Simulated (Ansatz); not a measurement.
A run of Ansatz 0.2.0 is set up as follows.

input.yaml

```yaml
crystal:
  lattice:
    - [-2.13936, 2.13936, 5.282488]
    - [2.13936, -2.13936, 5.282488]
    - [2.13936, 2.13936, -5.282488]
  atoms:
    - { symbol: Te, position: [0.004134, -0.000931, 0.002234] }
    - { symbol: Mg, position: [0.24899, 0.758919, 0.503036] }
    - { symbol: Mg, position: [0.753605, 0.246345, 0.498411] }
    - { symbol: Mg, position: [0.491155, 0.514636, 0.003885] }
hamiltonian:
  xc: pbesol
  pseudopotentials: { kind: paw }
kpoints:
  mp_grid: { grid: [9, 9, 9] }
scf:
  occupations: { method: fermi_dirac, width: 0.05 }
output:
  forces: true
  stress: true
  eigenvalues: true
  write_density: true
  write_potential: true
  elf: true
  volumetric_format: npy
```

Potentials or basis: Ansatz PAW.

The run is started by

```console
$ ansatz run input.yaml --threads 2 --pin off --max-ram 5632MiB --backend cpu --events-out ev --progress --plain --runs-dir out
```

Estimate the largest force.

0.203 eV/Å.

Estimate the pressure.

-1.0 GPa.

What does it give for the band gap on the k mesh?

None (metal or under the smearing width).

Forces on the atoms (eV/Å):
```
Te   0.124 -0.110  0.010
Mg  -0.099  0.055 -0.018
Mg   0.128 -0.077 -0.006
Mg  -0.153  0.132  0.014
```

Caveat: the PAW data sets come from PBE, with cores solved anew for the run's functional, which leaves a small shift of forces and pressure. The run has no spin-orbit coupling, so splittings on Te are missing.
